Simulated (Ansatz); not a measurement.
Ni, space group P6_3/mmc: an equation of state with a fit, run with Ansatz 0.2.0, Python API.

The script, `ni.py`:
```python
"""Equation of state of Ni."""

import warnings

import ansatz as az
import numpy as np
from pymatgen.analysis.eos import EOS

vectors0 = np.array([
    [2.4480229, 0.0, 0.0],
    [-1.22401145, 2.12005002, 0.0],
    [0.0, 0.0, 4.07280757],
])
sites = [
    ("Ni", [1 / 3, 2 / 3, 0.25], 1.5),
    ("Ni", [2 / 3, 1 / 3, 0.75], 1.5),
]


def crystal_on(cell):
    crystal = az.Crystal(lattice=az.Lattice.of(cell))
    for symbol, position, moment in sites:
        crystal = crystal.atom(symbol, position, moment=moment or None)
    return crystal

warnings.simplefilter("ignore", az.DeckWarning)

# scale the volume, keep shape and fractions
volumes, energies, pressures = [], [], []
for scale in np.linspace(0.88, 1.12, 7):
    cell = vectors0 * scale ** (1 / 3)
    model = crystal_on(cell).calculation()
    model = model.functional(az.Functional.R2SCAN)
    model = model.occupations(az.OccupationsMethod.METHFESSEL_PAXTON, width=0.02)
    model = model.accuracy("low").spin(az.SpinTreatment.COLLINEAR)
    model = model.mixing("broyden")
    model = model.basis(41 * az.Ry)
    model = model.kpoints(13, 13, 7)
    model = model.stress()
    report = model.run().report
    volumes.append(abs(np.linalg.det(cell)) / len(sites))
    energies.append(report["free_energy_ev"] / len(sites))
    pressures.append(np.trace(report["stress_gpa"]) / 3)
    print(f"V = {volumes[-1]:8.4f} A^3/atom  F = {energies[-1]:.5f} eV/atom  P = {pressures[-1]:8.3f} GPa")

for form in ["birch_murnaghan", "pourier_tarantola", "murnaghan"]:
    fit = EOS(eos_name=form).fit(volumes, energies)
    print(f"{form:18s} V0 {fit.v0:8.4f} A^3/atom  B0 {fit.b0_GPa:7.1f} GPa  B1 {fit.b1:5.2f}")
```

Estimate the equilibrium volume and the bulk modulus.

A third-order Birch-Murnaghan fit through the 7 points has its minimum at 10.54 Å³ an atom, 0.3 % below the typed cell, with a bulk modulus of 213 GPa. From that minimum the energy rises by 125.1 meV an atom on the compressed side and 83.7 meV on the expanded side.

What the script printed:

```console
$ python ni.py
V =   9.3005 A^3/atom  F = -5845.11938 eV/atom  P =   36.615 GPa
V =   9.7233 A^3/atom  F = -5845.19458 eV/atom  P =   21.056 GPa
V =  10.1460 A^3/atom  F = -5845.23389 eV/atom  P =    9.246 GPa
V =  10.5688 A^3/atom  F = -5845.24485 eV/atom  P =   -0.571 GPa
V =  10.9915 A^3/atom  F = -5845.23264 eV/atom  P =   -8.380 GPa
V =  11.4143 A^3/atom  F = -5845.20284 eV/atom  P =  -13.431 GPa
V =  11.8371 A^3/atom  F = -5845.16077 eV/atom  P =  -18.281 GPa
birch_murnaghan    V0  10.5391 A^3/atom  B0   213.4 GPa  B1  5.14
pourier_tarantola  V0  10.5383 A^3/atom  B0   215.6 GPa  B1  5.17
murnaghan          V0  10.5400 A^3/atom  B0   211.7 GPa  B1  5.08
```

These settings explore the input space; cutoff and mesh may be short of convergence. The magnetic order follows from the starting moments and needn't be the lowest. Shape and fractional positions are held along the curve, so the bulk modulus is an upper value where they are free to relax. The mesh is modest for a metal, so energies can be off by several to tens of meV an atom and pressures by half a GPa or more; differences at equal mesh fare better. Pressure is positive in compression. r2SCAN tends to overestimate the moments of itinerant magnets. This isn't the structure that Ni takes at ambient conditions. The whole script took 3.3 min on 1 thread of Intel(R) Xeon(R) Processor @ 2.30GHz (shared host), peak memory 0.74 GiB.
